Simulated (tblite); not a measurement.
# C6H15BO: the cost of one run

Programs: tblite 0.8.0 and PySCF 2.14.0, with density-fitted response routines of our own. Each step states its level of theory. These are calculated values for one molecule in the gas phase, unless marked as measured. Atoms count from 0, in the outputs and in this text.

## (1) The starting structure

23 atoms, charge 0, multiplicity 1; geometry from: force field or distance geometry start.

Bonds of the start (Å): C0–C1 1.52, C1–C2 1.53, C2–C3 1.54, C3–C4 1.52, C3–B5 1.60, B5–O6 1.48, O6–C7 1.41, C0–H8 1.11, C0–H9 1.12, C0–H10 1.11, C1–H11 1.12, C1–H12 1.10, C2–H13 1.12, C2–H14 1.13, C3–H15 1.13, C4–H16 1.12, C4–H17 1.12, C4–H18 1.11, B5–H19 1.17, C7–H20 1.12, C7–H21 1.12, C7–H22 1.11.

## (2) Relaxing the molecule with GFN2-xTB

The job: settings as JSON, then the geometry in Å.

```
{"job": {"kind": "relax", "xc": "GFN2-xTB", "basis": "xTB"}, "charge": 0, "multiplicity": 1}
C     -2.272700    -1.901000     0.321900
C     -0.954100    -1.156700     0.418700
C     -1.111100     0.335300     0.143800
C      0.181500     1.147700     0.344800
C     -0.101700     2.642900     0.287300
B      1.298600     0.755500    -0.732400
O      2.667400     0.405800    -0.301100
C      2.755700    -0.990700    -0.156500
H     -2.699700    -1.788000    -0.696800
H     -3.007900    -1.500300     1.070800
H     -2.128300    -2.980600     0.523100
H     -0.543800    -1.307300     1.453900
H     -0.247300    -1.608200    -0.291600
H     -1.483800     0.479000    -0.903500
H     -1.902600     0.746100     0.830000
H      0.582400     0.920800     1.378500
H      0.832600     3.227900     0.459200
H     -0.518000     2.916600    -0.713300
H     -0.832700     2.937100     1.070200
H      1.073400     0.870600    -1.876500
H      2.511600    -1.516000    -1.110800
H      2.096800    -1.358800     0.666400
H      3.799200    -1.250900     0.120800
```

Command:

```sh
> OMP_NUM_THREADS=1 python probes_run.py task.json out
```

One launch serves the whole session: the jobs run in the order shown.

**Question.** How long does this first job take on 1 thread of Arm Neoverse N1, shared host, and how much memory does it need?

About 1.3 s, with a peak of 0.18 GiB.
